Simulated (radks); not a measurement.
**Mg⁺ in [He] 2s1.5 2p6 3s1.5: an all-electron calculation**

Aim: the levels, the sizes of the orbitals and the parts of the energy of the magnesium ion Mg+.

The numbers are computed with radks (a radial shooting solver on a logarithmic mesh, Libxc functionals) version 1 (non-relativistic Kohn-Sham, TPSS, spin-unpolarised, spherical densities, point nucleus), except any that are marked as measured or tabulated.

### 1 The system

| Property | Result |
| --- | --- |
| element | magnesium (Z = 12) |
| charge | +1 |
| electrons | 11 |
| configuration | [He] 2s1.5 2p6 3s1.5 |

### 2 The calculation

The run's settings:

```text
Z 12
configuration [He] 2s1.5 2p6 3s1.5 3p0 4s0 3d0 4f0
relativity non-relativistic
functional tpss,tpss
spin unpolarised
nucleus point
```

The run is started by

```console
$ python run_ks.py task.json out
```

All runs below come from this command, one after another.

**Question.** What will this run give?

**Answer**, as computed:

```
                        quantity                value
                    total energy   -198.30293 hartree
exchange-correlation share of it               8.01 %
                            −T/E               0.9983
          highest occupied level       3s, -12.783 eV
    most extended occupied level  3s, <r> = 2.65 bohr
 radius at density 0.001 e/bohr³            3.96 bohr
    maxima of the radial density                    2
```

The radial density shows 2 maxima for 3 occupied principal shells; where shells overlap, one shows as a shoulder or not at all. The ratio −T/E is 0.9983; for a non-relativistic Coulomb system it is 1 up to the kinetic part of correlation. This is not the tabulated ground configuration, so its levels and sizes aren't those of the ground state, and no measured value stands beside it.
